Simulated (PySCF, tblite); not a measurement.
**C₄H₆B₂FOS radical: geometry, infrared bands and EPR parameters**

Wanted: the infrared bands and EPR parameters of C₄H₆B₂FOS radical (`BOB(F)C1=C[CH]CS1`), by calculation.

Programs: tblite 0.8.0 and PySCF 2.14.0, with density-fitted response routines of our own. Each step states its level of theory. These are calculated values for one molecule in the gas phase, unless marked as measured. Atoms are numbered from 0 throughout.

**1. The molecule as given**

15 atoms, charge 0, multiplicity 2; geometry from: force field or distance geometry start.

Bonds of the start (Å): B0–O1 1.46, O1–B2 1.43, B2–F3 1.45, B2–C4 1.59, C4–C5 1.32, C5–C6 1.45, C6–C7 1.48, C7–S8 1.85, S8–C4 1.82, B0–H9 1.19, B0–H10 1.19, C5–H11 1.11, C6–H12 1.11, C7–H13 1.09, C7–H14 1.12.

**2. Geometry optimisation with GFN2-xTB**

What the job is given:

```
{"job": {"kind": "relax", "xc": "GFN2-xTB", "basis": "xTB"}, "charge": 0, "multiplicity": 2}
B      3.360300     0.354700    -0.139200
O      2.273900    -0.439700     0.428000
B      1.341300    -0.925300    -0.547200
F      1.542400    -2.283000    -1.023500
C     -0.161500    -0.423300    -0.425300
C     -1.001100    -0.643400     0.567100
C     -2.315500    -0.058300     0.408800
C     -2.316700     1.149600    -0.450300
S     -1.043400     0.578800    -1.659000
H      4.123400    -0.160200    -0.886800
H      3.097100     1.490700    -0.395700
H     -0.687100    -1.236000     1.454600
H     -2.983800    -0.830300    -0.019200
H     -3.274600     1.370300    -0.926300
H     -1.959200     2.063400     0.086400
```

The run is started by

```sh
$ OMP_NUM_THREADS=1 python probes_run.py task.json out
```

The driver reads the jobs from task.json and runs them one after another.

What it wrote:

```text
step      E/eV     max force
  0    -710.04675    3.575
  1    -710.65406    2.410
  2    -711.08707    2.486
  3    -711.26674    1.508
  4    -711.47870    0.961
  5    -711.55920    1.135
  6    -711.72881    1.136
  7    -711.82487    0.903
  8    -711.96360    0.863
  9    -712.06406    0.785
 10    -712.19043    0.909
 11    -712.29358    0.788
 12    -712.37870    1.018
 13    -712.47354    0.906
 14    -712.54091    1.626
 15    -712.65115    0.795
 16    -712.74088    0.579
 17    -712.79036    0.606
 18    -712.84240    0.503
 19    -712.87681    0.503
 20    -712.90934    0.543
 21    -712.93796    0.748
 22    -712.97578    0.805
 23    -713.03244    0.520
 24    -713.06332    0.411
 25    -713.08300    0.364
 26    -713.10340    0.363
 27    -713.12540    0.344
 28    -713.14690    0.331
 29    -713.16532    0.326
 30    -713.18166    0.420
 31    -713.19934    0.438
 32    -713.21893    0.358
 33    -713.24371    0.285
 34    -713.25935    0.280
 35    -713.27061    0.299
 36    -713.28139    0.296
 37    -713.29275    0.263
 38    -713.30563    0.341
 39    -713.31973    0.343
 40    -713.33279    0.341
 41    -713.34643    0.444
 42    -713.36069    0.395
 43    -713.38217    0.287
 44    -713.40248    0.410
 45    -713.42512    0.409
 46    -713.45041    0.413
 47    -713.47865    0.414
 48    -713.50201    0.353
 49    -713.51604    0.375
 50    -713.52594    0.234
 51    -713.53373    0.233
 52    -713.54194    0.227
 53    -713.54893    0.200
 54    -713.55549    0.191
 55    -713.56185    0.207
 56    -713.56951    0.191
 57    -713.57851    0.231
 58    -713.58776    0.337
 59    -713.59676    0.271
 60    -713.60405    0.202
 61    -713.61015    0.199
 62    -713.61533    0.265
 63    -713.62354    0.282
 64    -713.63256    0.255
 65    -713.64135    0.214
 66    -713.64787    0.277
 67    -713.65243    0.169
 68    -713.65610    0.119
 69    -713.65949    0.125
 70    -713.66250    0.144
 71    -713.66677    0.145
 72    -713.67002    0.165
 73    -713.67339    0.186
 74    -713.67773    0.204
 75    -713.68348    0.162
 76    -713.68788    0.152
 77    -713.69087    0.139
 78    -713.69319    0.168
 79    -713.69563    0.123
 80    -713.69843    0.115
 81    -713.70095    0.124
 82    -713.70262    0.129
 83    -713.70442    0.102
 84    -713.70659    0.094
 85    -713.70818    0.081
 86    -713.70874    0.042
 87    -713.70895    0.036
 88    -713.70912    0.026
 89    -713.70928    0.027
 90    -713.70937    0.030
 91    -713.70945    0.033
 92    -713.70959    0.027
 93    -713.70980    0.031
 94    -713.71004    0.039
 95    -713.71026    0.048
 96    -713.71045    0.049
 97    -713.71067    0.037
 98    -713.71095    0.034
 99    -713.71123    0.032
100    -713.71145    0.048
101    -713.71162    0.053
102    -713.71179    0.045
103    -713.71195    0.026
104    -713.71205    0.024
105    -713.71212    0.020
106    -713.71218    0.021
107    -713.71225    0.021
108    -713.71231    0.020
109    -713.71237    0.021
110    -713.71242    0.022
111    -713.71249    0.020
112    -713.71259    0.022
113    -713.71270    0.022
114    -713.71285    0.027
115    -713.71302    0.028
116    -713.71317    0.027
117    -713.71330    0.023
118    -713.71341    0.018
119    -713.71350    0.017
120    -713.71357    0.015
121    -713.71360    0.009
```

It took 0.78 s on 1 thread of Arm Neoverse V2, shared host; peak memory 0.18 GiB.

Along the way: (not every step is listed)

| step | energy from step 0 (eV) | largest force (eV/Å) |
| --- | --- | --- |
| 0 | 0.0000 | 3.5746 |
| 1 | -0.6073 | 2.4101 |
| 2 | -1.0403 | 2.4862 |
| 3 | -1.2200 | 1.5078 |
| 4 | -1.4320 | 0.9614 |
| 5 | -1.5125 | 1.1350 |
| 6 | -1.6821 | 1.1361 |
| 7 | -1.7781 | 0.9029 |
| 8 | -1.9169 | 0.8628 |
| 18 | -2.7957 | 0.5026 |
| 28 | -3.1001 | 0.3313 |
| 38 | -3.2589 | 0.3406 |
| 48 | -3.4553 | 0.3530 |
| 58 | -3.5410 | 0.3367 |
| 68 | -3.6094 | 0.1192 |
| 78 | -3.6464 | 0.1681 |
| 88 | -3.6624 | 0.0260 |
| 98 | -3.6642 | 0.0341 |
| 108 | -3.6656 | 0.0195 |
| 116 | -3.6664 | 0.0269 |
| 117 | -3.6666 | 0.0227 |
| 118 | -3.6667 | 0.0185 |
| 119 | -3.6667 | 0.0174 |
| 120 | -3.6668 | 0.0151 |
| 121 | -3.6669 | 0.0094 |

Close pairs (by a distance rule), those that changed most:

| bond | before (Å) | after (Å) | change (Å) |
| --- | --- | --- | --- |
| B0–O1 | 1.460 | 1.300 | -0.161 |
| O1–B2 | 1.434 | 1.315 | -0.120 |
| B2–F3 | 1.453 | 1.355 | -0.097 |
| C5–C6 | 1.447 | 1.352 | -0.095 |
| C4–C5 | 1.318 | 1.410 | +0.091 |
| C4–S8 | 1.818 | 1.745 | -0.073 |
| B2–C4 | 1.589 | 1.533 | -0.056 |
| C5–H11 | 1.112 | 1.077 | -0.036 |

The next job starts from the end point, and lists it.

**3. Infrared spectrum with GFN2-xTB**

What the job is given:

```
{"job": {"kind": "ir", "xc": "GFN2-xTB", "basis": "xTB"}, "charge": 0, "multiplicity": 2}
B      3.487815     0.384838    -0.785925
O      2.401884    -0.198805    -0.374499
B      1.324979    -0.817137     0.056789
F      1.508264    -2.012349     0.669368
C     -0.108325    -0.290065    -0.077644
C     -1.287792    -0.912528     0.378906
C     -2.442625    -0.248273     0.147016
C     -2.279266     1.046628    -0.561053
S     -0.480477     1.230366    -0.848638
H      3.879599     0.176430    -1.879175
H      4.057471     1.123617    -0.063422
H     -1.229488    -1.862363     0.882862
H     -3.422898    -0.585695     0.430358
H     -2.787103     1.072534    -1.528311
H     -2.626453     1.900792     0.025800
```

What it wrote:

```text
mode    cm-1     km/mol
  1      50.8      1.81
  2      70.2      0.09
  3     101.6      0.01
  4     129.5      1.66
  5     147.5      1.10
  6     235.0      5.19
  7     304.9      0.79
  8     310.4      5.69
  9     361.2      1.53
 10     432.3      3.21
 11     506.3     12.81
 12     532.2     65.25
 13     596.7      3.23
 14     666.1     10.00
 15     677.4     12.39
 16     769.6      4.35
 17     821.5      0.32
 18     882.0      1.75
 19     884.1    114.34
 20     917.9     64.02
 21     948.4     53.04
 22    1016.1     42.54
 23    1036.6      0.01
 24    1081.0     46.15
 25    1111.5    179.88
 26    1162.2     21.98
 27    1190.0     48.31
 28    1219.7    108.79
 29    1262.7     39.82
 30    1359.0    173.77
 31    1408.1     10.99
 32    1513.2     56.48
 33    1565.9    548.22
 34    2536.0    190.28
 35    2545.0    166.99
 36    2923.4      4.35
 37    2953.5     12.31
 38    3117.8      5.77
 39    3134.4     17.30
```

Run time: 0.47 s. Hardware: 1 thread of Arm Neoverse V2, shared host; peak memory 0.18 GiB.

The strongest bands and the atoms that carry them (share of the mass-weighted mode):

| cm⁻¹ | km/mol | atoms |
| --- | --- | --- |
| 532 | 65.2 | B2 53 %, C4 31 % |
| 884 | 114.3 | H10 36 %, H9 36 %, B0 26 % |
| 1112 | 179.9 | B2 40 %, F3 11 %, H10 11 %, H9 11 % |
| 1220 | 108.8 | H10 17 %, H9 17 %, B2 14 %, C4 11 % |
| 1359 | 173.8 | C4 43 %, C5 28 % |
| 1566 | 548.2 | O1 54 %, B0 23 %, B2 17 % |
| 2536 | 190.3 | H10 52 %, H9 44 % |
| 2545 | 167.0 | H9 49 %, H10 40 %, B0 11 % |

**4. EPR parameters: B3LYP/pcH-1**

Same as in step 3 but for these lines:

```diff
@@ -1,2 +1,2 @@
-{"job": {"kind": "ir", "xc": "GFN2-xTB", "basis": "xTB"}, "charge": 0, "multiplicity": 2}
+{"job": {"kind": "epr", "basis": "pcH-1"}, "charge": 0, "multiplicity": 2}
 B      3.487815     0.384838    -0.785925
```

With the program's defaults for keys left out, this is: UKS B3LYP, pcH-1 on B C F H O S, non-relativistic, mean-field spin-orbit, GIAO.

What it wrote:

```text
UKS, coarse grid
  cycle   1  E = -779.01751244  |g| = 5.99e-01
  cycle   2  E = -778.83334076  |g| = 9.46e-01
  cycle   3  E = -779.13578192  |g| = 9.05e-02
  cycle   4  E = -779.13807330  |g| = 5.90e-02
  cycle   5  E = -779.13928860  |g| = 1.21e-02
  cycle   6  E = -779.13937413  |g| = 5.51e-03
  cycle   7  E = -779.13940202  |g| = 3.18e-03
  cycle   8  E = -779.13941363  |g| = 2.18e-03
  cycle   9  E = -779.13941782  |g| = 5.54e-04
UKS, final grid
  cycle   1  E = -779.13946002  |g| = 7.88e-04
  cycle   2  E = -779.13945932  |g| = 1.43e-03
  cycle   3  E = -779.13946041  |g| = 1.66e-04
  cycle   4  E = -779.13946043  |g| = 7.19e-05
  cycle   5  E = -779.13946044  |g| = 4.91e-05
  cycle   6  E = -779.13946044  |g| = 1.47e-05
E = -779.13946044 Eh   <S^2> = 0.7655 (exact 0.7500)
g shifts (ppm)      1          2          3
  rmc          -174       -174       -174
  gc             -2         33         33
  oz_so         -72       3449       6682
  total        -247       3308       6542
hyperfine (MHz)  atom isotope    a_iso     a_fc   dipolar eigenvalues
    0   11B      -2.04      -2.04     -0.60     -0.43      1.03
    1   17O      -1.80      -1.80     -8.79      4.07      4.72
    2   11B     -16.19     -16.21     -6.52     -1.59      8.11
    3   19F      12.47      12.56    -34.08    -31.25     65.33
    4   13C      37.26      36.96    -41.84    -40.71     82.55
    5   13C     -33.76     -33.79    -21.86      9.33     12.53
    6   13C      34.96      34.98    -33.36    -31.58     64.94
    7   13C     -22.26     -22.34     -1.12     -0.46      1.58
    8   33S       7.56       7.91    -23.19    -19.57     42.75
    9    1H       6.74       6.74     -0.75     -0.70      1.46
   10    1H       6.75       6.75     -0.76     -0.70      1.45
   11    1H       8.07       8.06     -3.96     -1.31      5.26
   12    1H     -27.28     -27.29    -16.00     -0.79     16.79
   13    1H      98.29      98.28     -3.01     -0.98      3.99
   14    1H      98.21      98.21     -3.00     -0.98      3.98
```

Wall time 2.2 min (1 thread of Arm Neoverse V2, shared host); peak memory 1.1 GiB.

Principal g values 2.00207, 2.00563, 2.00886; g(iso) = 2.00552, against 2.00232 for a free electron.

Hyperfine couplings; where a row names several nuclei, a(iso) is their mean (it holds for fast rotation or exchange) and the dipolar term the largest among them:

| nuclei | isotope | a(iso) (MHz) | a(iso) (G, at g = 2.0023) | largest dipolar term (MHz) |
| --- | --- | --- | --- | --- |
| H13, H14 | 1H | 98.3 | 35.1 | 4.0 |
| C4 | 13C | 37.3 | 13.3 | 82.6 |
| C6 | 13C | 35.0 | 12.5 | 64.9 |
| C5 | 13C | -33.8 | -12.0 | -21.9 |
| H12 | 1H | -27.3 | -9.7 | 16.8 |
| C7 | 13C | -22.3 | -7.9 | 1.6 |
| B2 | 11B | -16.2 | -5.8 | 8.1 |
| F3 | 19F | 12.5 | 4.4 | 65.3 |
| H11 | 1H | 8.1 | 2.9 | 5.3 |
| S8 | 33S | 7.6 | 2.7 | 42.8 |
| H9, H10 | 1H | 6.7 | 2.4 | 1.5 |
| B0 | 11B | -2.0 | -0.7 | 1.0 |
| O1 | 17O | -1.8 | -0.6 | -8.8 |

Mulliken spin populations:

B0 -0.01; O1 0.02; B2 0.06; F3 0.01; C4 0.48; C5 -0.19; C6 0.41; C7 -0.05; S8 0.19; H9 0.00; H10 0.00; H11 0.01; H12 -0.02; H13 0.04; H14 0.04

In first order the couplings over 0.8 MHz of 1H, 11B, 19F give 1059 distinct lines over 111.5 G, if the averaged nuclei exchange fast.

The fields below are evaluated on a grid from the run's orbitals.

ELF in a plane through or near 11 of the atoms.

Ten even steps from ' ' (0.00) to '@' (1.00):
```
                                                        
                                                        
                                ..                      
                  ::====--    ++%%##..                  
                --**%%%%##..  @@@@@@==                  
                --##****##..  @@@@@@==                  
                  ::####==    ##%%%%::..==%%%%..        
            ..--::......--++==**--::**==@@@@@@++        
            --##%%%%--..##**..@@==%%==--@@@@@@++        
        ....::%%**==##::%%--..**::==....##%%##::        
      ..--++--::%%%%++  ..**%%++..--@@%%==              
      ..==**::  ++**::    **==--****::====              
        ::++++::....    ==**++--####::****..            
          ::::..      ..**@@----**==**##**..            
                      ..++%%%%##--  ..::..              
                        --****==..                      
                          ....                          
                                                        
                                                        
                                                        
```
The map spans 13.2 Å across and 9.6 Å up, centred on the molecule. Atoms in the plane (x, y in Å): B0 (-3.5, -0.5), O1 (-2.4, 0.1), B2 (-1.3, 0.9), F3 (-1.5, 2.2), C4 (0.1, 0.3), C5 (1.3, 1.1), C6 (2.5, 0.4), C7 (2.3, -1.1), S8 (0.5, -1.4), H11 (1.3, 2.2), H12 (3.4, 0.8).

log10 of the density (e/Å³) in the same plane.

Values, 10 rows by 14 columns:
```
-4.0 -4.0 -4.0 -4.0 -4.0 -4.0 -4.0 -4.0 -4.0 -4.0 -4.0 -4.0 -4.0 -4.0
-4.0 -4.0 -4.0 -4.0 -2.9 -1.8 -2.1 -3.1 -2.6 -3.1 -4.0 -4.0 -4.0 -4.0
-4.0 -4.0 -4.0 -3.6 -1.3  0.5 -0.2 -1.6 -0.7 -1.6 -2.7 -3.4 -4.0 -4.0
-4.0 -4.0 -3.4 -2.4 -1.2  0.3 -0.2 -0.9  0.2 -0.7 -1.1 -1.7 -3.3 -4.0
-4.0 -3.0 -2.0 -1.0  0.3  0.1  0.1  0.3  0.2  0.4  0.2 -0.9 -2.9 -4.0
-4.0 -2.4 -1.0  0.5  0.3 -0.4 -0.8  0.1 -0.5  0.2 -0.4 -1.8 -3.3 -4.0
-4.0 -2.6 -1.3 -0.6 -1.2 -1.7 -0.9  1.1  0.1  0.3 -0.3 -2.0 -3.7 -4.0
-4.0 -3.4 -2.6 -2.2 -2.7 -2.6 -1.4 -0.5 -0.9 -1.1 -1.4 -2.5 -4.0 -4.0
-4.0 -4.0 -4.0 -3.8 -4.0 -3.7 -2.6 -2.1 -2.4 -2.8 -2.9 -3.7 -4.0 -4.0
-4.0 -4.0 -4.0 -4.0 -4.0 -4.0 -4.0 -4.0 -4.0 -4.0 -4.0 -4.0 -4.0 -4.0
```
The map spans 13.2 Å across and 9.6 Å up, centred on the molecule. Atoms in the plane (x, y in Å): B0 (-3.5, -0.5), O1 (-2.4, 0.1), B2 (-1.3, 0.9), F3 (-1.5, 2.2), C4 (0.1, 0.3), C5 (1.3, 1.1), C6 (2.5, 0.4), C7 (2.3, -1.1), S8 (0.5, -1.4), H11 (1.3, 2.2), H12 (3.4, 0.8).

On the surface of density 0.002 e/bohr³ the electrostatic potential runs, from the 1st to the 99th percentile, from -0.99 V near F3 to 1.18 V near B0.

The spin density lies nearest to C4 31 %; C6 22 %; S8 16 %; C5 8 % (beta excess).

**5. What came out**

| quantity | value |
| --- | --- |
| strongest single infrared mode (GFN2-xTB) | 1566 cm⁻¹, 548 km/mol |
| zero-point energy (GFN2-xTB) | 60.7 kcal/mol |
| g(iso) (B3LYP) | 2.00552 |
| ⟨S²⟩ | 0.765 (exact 0.75) |
| largest a(iso) (averaged by class) | 1H on H13, H14, 98.3 MHz |
| surface potential, 1st and 99th percentile | -0.99 V and 1.18 V |

What this shows: Relaxing lowered the energy by 3.667 eV in 121 steps; the close pair that moved most is B0–O1, from 1.460 to 1.300 Å. All 39 modes are real, so the xTB geometry is a minimum. The strongest single mode, at 1566 cm⁻¹, moves mainly O1. Unscaled tight-binding wavenumbers are off by several per cent, some by more. Its intensities can rank the bands wrongly. The largest spin populations lie on C4 (0.48 e), C6 (0.41 e). The isotropic g lies 3.2 ppt above the free-electron value.
